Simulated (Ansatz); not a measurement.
# C3H12GaOP: one species, many methods

The task here is to estimate one member of a computed series from the others.

Computed with Ansatz 0.2.0, Gaussian basis. Level: functionals in def2-TZVPP, the program's frozen cores in correlated methods.

Levels to be run: LDA (SPW92), PBE-D4, revPBE-D4, BLYP-D4, r2SCAN-D4, B97M-V, PBE0-D4, B3LYP-D4, r2SCANh-D4, r2SCAN0-D4, HSE06-D4, BHLYP-D4, CAM-B3LYP-D4, LC-ωPBE, ωB97X-V, ωB97M-V, B2PLYP, PBE-QIDH; CCSD(T)/def2-SVP; CCSD(T)/def2-TZVPP; MP2/def2-QZVPP; extrapolation to the limit; RPA on PBE.

## The relaxed structure

The geometry comes from an earlier relaxation with PBE0-D4 in a triple-zeta def2 set; it is a stationary point, not always the lowest conformer.

SMILES `C[O][Ga-]([CH3])([CH3])[PH3+]`, 18 atoms, charge 0, spin multiplicity 1.

Atoms are counted from 1 here; the program's logs count them from 0.

Bond lengths: C1–O2 1.394 Å, C1–H7 1.100 Å, C1–H8 1.097 Å, C1–H9 1.104 Å, O2–Ga3 1.840 Å, Ga3–C4 1.973 Å, Ga3–C5 1.967 Å, Ga3–P6 2.648 Å, C4–H10 1.092 Å, C4–H11 1.092 Å, C4–H12 1.093 Å, C5–H13 1.092 Å, C5–H14 1.093 Å, C5–H15 1.092 Å, P6–H16 1.417 Å, P6–H17 1.410 Å, P6–H18 1.409 Å. Angles: O2–C1–H7 112.8°, O2–C1–H8 109.5°, O2–C1–H9 113.1°, H7–C1–H8 107.4°, H7–C1–H9 106.7°, H8–C1–H9 107.0°, C1–O2–Ga3 121.4°, O2–Ga3–C4 116.0°, O2–Ga3–C5 111.5°, O2–Ga3–P6 80.3°, C4–Ga3–C5 128.6°, C4–Ga3–P6 105.0°, C5–Ga3–P6 101.1°, Ga3–C4–H10 111.2°, Ga3–C4–H11 111.6°, Ga3–C4–H12 110.1°, H10–C4–H11 108.5°, H10–C4–H12 107.6° and more.

Geometry (Å):

```
C     0.0016   -2.1548   -0.9626
O    -0.6895   -0.9452   -0.9253
Ga    0.1308    0.6100   -0.3844
C     2.0756    0.4980   -0.0709
C    -0.9503    2.1908   -0.8335
P    -0.9757   -0.1324    1.9039
H     0.8432   -2.1438   -1.6707
H    -0.6794   -2.9557   -1.2750
H     0.4163   -2.4467    0.0177
H     2.4113    1.2823    0.6110
H     2.3605   -0.4695    0.3471
H     2.6154    0.6261   -1.0130
H    -2.0077    1.9255   -0.8884
H    -0.6526    2.5884   -1.8071
H    -0.8253    2.9887   -0.0981
H    -0.9970    0.2639    3.2638
H    -0.7445   -1.5058    2.1238
H    -2.3700   -0.2081    1.7135
```

Set-up of the first run:

File in.yaml:

```yaml
crystal:
  periodic: [false, false, false]
  atoms:
    - {symbol: C, position_ang: [0.001570, -2.154813, -0.962586]}
    - {symbol: O, position_ang: [-0.689496, -0.945249, -0.925309]}
    - {symbol: Ga, position_ang: [0.130812, 0.610026, -0.384358]}
    - {symbol: C, position_ang: [2.075591, 0.498016, -0.070871]}
    - {symbol: C, position_ang: [-0.950302, 2.190751, -0.833479]}
    - {symbol: P, position_ang: [-0.975712, -0.132436, 1.903865]}
    - {symbol: H, position_ang: [0.843156, -2.143772, -1.670734]}
    - {symbol: H, position_ang: [-0.679354, -2.955742, -1.274957]}
    - {symbol: H, position_ang: [0.416305, -2.446704, 0.017662]}
    - {symbol: H, position_ang: [2.411287, 1.282264, 0.611047]}
    - {symbol: H, position_ang: [2.360480, -0.469517, 0.347131]}
    - {symbol: H, position_ang: [2.615402, 0.626118, -1.013044]}
    - {symbol: H, position_ang: [-2.007678, 1.925543, -0.888433]}
    - {symbol: H, position_ang: [-0.652616, 2.588435, -1.807094]}
    - {symbol: H, position_ang: [-0.825340, 2.988696, -0.098096]}
    - {symbol: H, position_ang: [-0.996994, 0.263886, 3.263817]}
    - {symbol: H, position_ang: [-0.744515, -1.505796, 2.123751]}
    - {symbol: H, position_ang: [-2.369995, -0.208104, 1.713489]}
basis:
  gaussian: {orbitals: def2-TZVPP}
hamiltonian: {xc: lda}
output: {orbitals: {seedname: orbitals}}
```

Steps of the session up to this table: LDA; PBE-D4 (GGA); revPBE-D4 (GGA); BLYP-D4 (GGA); r2SCAN-D4 (meta-GGA); B97M-V (meta-GGA); PBE0-D4 (hybrid); B3LYP-D4 (hybrid); r2SCANh-D4 (hybrid); r2SCAN0-D4 (hybrid); HSE06-D4 (hybrid); BHLYP-D4 (hybrid); CAM-B3LYP-D4 (range-separated); LC-ωPBE (range-separated); ωB97X-V (range-separated); ωB97M-V (range-separated); B2PLYP (double hybrid); PBE-QIDH (double hybrid).

One table of the session follows, with a row left open; its other results are not shown here.

It belongs to the step «Frontier levels by functional». 

| functional | HOMO (eV) | gap (eV) |
| --- | --- | --- |
| LDA (SPW92) | -5.60 | 4.71 |
| PBE-D4 | -5.46 | 4.70 |
| revPBE-D4 | -5.40 | 4.72 |
| BLYP-D4 | -5.37 | 4.73 |
| r2SCAN-D4 | -5.73 | 5.23 |
| B97M-V | -5.87 | 5.19 |
| PBE0-D4 | ? | ? |
| B3LYP-D4 | -6.67 | 6.57 |
| r2SCANh-D4 | -6.27 | 6.09 |
| r2SCAN0-D4 | -7.09 | 7.38 |
| HSE06-D4 | -6.48 | 6.23 |
| BHLYP-D4 | -8.28 | 9.29 |
| CAM-B3LYP-D4 | -8.29 | 9.46 |
| LC-ωPBE | -9.57 | 11.95 |
| ωB97X-V | -9.28 | 11.48 |
| ωB97M-V | -9.23 | 11.08 |

**Question.** Estimate the row for PBE0-D4.

**Answer.** HOMO (eV): -6.88; gap (eV): 7.01. In the column «HOMO (eV)» it lies between r2SCAN0-D4 (-7.09) and B3LYP-D4 (-6.67).
